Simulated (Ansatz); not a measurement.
**La3AlN4: the cell at several levels of theory**

Aim: relax La3AlN4 as one 8-atom ordering (Cm) on the wurtzite lattice with PBE and r2SCAN and see how far the functionals disagree on the cell. This is a trial cell built on a prototype, not taken from a measured structure, and it needn't be the compound's ground state.

Program: Ansatz 0.2.0. PAW datasets, plane waves, zero pressure. No spin polarisation and no zero-point or thermal motion; the cell was built from a prototype and may be hypothetical.

**1. Starting point**

The symmetry is Cm (No. 8, monoclinic); a = 14.500 Å, b = 3.922 Å, c = 6.794 Å, β = 117.9° in the conventional setting, 21.33 Å³ an atom. Near Al stand 4 N at 2.40 Å; near La stand 4 N at 2.40 Å; near N stand 3 La at 2.40 Å and 1 Al at 2.40 Å.

The structure in full:

```
Al La N
1.0
     7.24999   -1.96112    0.00000
     7.24999    1.96112    0.00000
    -3.18290    0.00000    6.00176
Al La N
1 3 4
Cartesian
  13.4390 0.0000 2.0006
  0.7073 0.0000 5.5016
  4.5976 0.0000 5.0015
  9.5488 0.0000 2.5007
  11.3171 0.0000 0.8753
  -1.4146 0.0000 4.3763
  2.4756 0.0000 3.8761
  7.4268 0.0000 1.3754
```

**2. PBE: cell and atoms**

File input.yaml:

```yaml
crystal:
  lattice:
    - [7.2499914212, -1.9611227253, 0.0]
    - [7.2499914212, 1.9611227253, 0.0]
    - [-3.1829022577, 0.0, 6.0017631862]
  atoms:
    - { symbol: Al, position: [1.0, 1.0, 0.3333333333] }
    - { symbol: La, position: [0.25, 0.25, 0.9166666667] }
    - { symbol: "N", position: [0.8125, 0.8125, 0.1458333333] }
    - { symbol: "N", position: [0.0625, 0.0625, 0.7291666667] }
    - { symbol: La, position: [0.5, 0.5, 0.8333333333] }
    - { symbol: La, position: [0.75, 0.75, 0.4166666667] }
    - { symbol: "N", position: [0.3125, 0.3125, 0.6458333333] }
    - { symbol: "N", position: [0.5625, 0.5625, 0.2291666667] }
kpoints:
  mp_grid: { grid: [6, 6, 4] }
hamiltonian:
  xc: pbe
scf:
  occupations: { method: fermi_dirac, width: 0.02 }
relax:
  f_tol: 0.005
  cell: {}
```

Run with:

```
> ansatz run input.yaml --threads 4 --pin off --max-ram 6451MiB --backend cpu --events-out ev --progress --plain --runs-dir out
```

The runs that follow: Relaxation with r2SCAN.

What does the calculation give? Wanted: for each run, a; b; c; β; volume; space group; SCF geometries.

As calculated:

| level | a (Å) | b (Å) | c (Å) | β (°) | volume (Å³/atom) | space group | SCF geometries |
| --- | --- | --- | --- | --- | --- | --- | --- |
| PBE | 12.961 | 3.818 | 6.466 | 113.584 | 18.326 | Cm | 21 |
| r2SCAN | 12.904 | 3.780 | 6.429 | 112.903 | 18.053 | Cm | 9 |

What this shows: From the start to the first minimum the volume moved by -14.1 %. The volume runs from r2SCAN (least) to PBE (most), a spread of 1.5 %, or 0.5 % in length if all axes shared it alike.
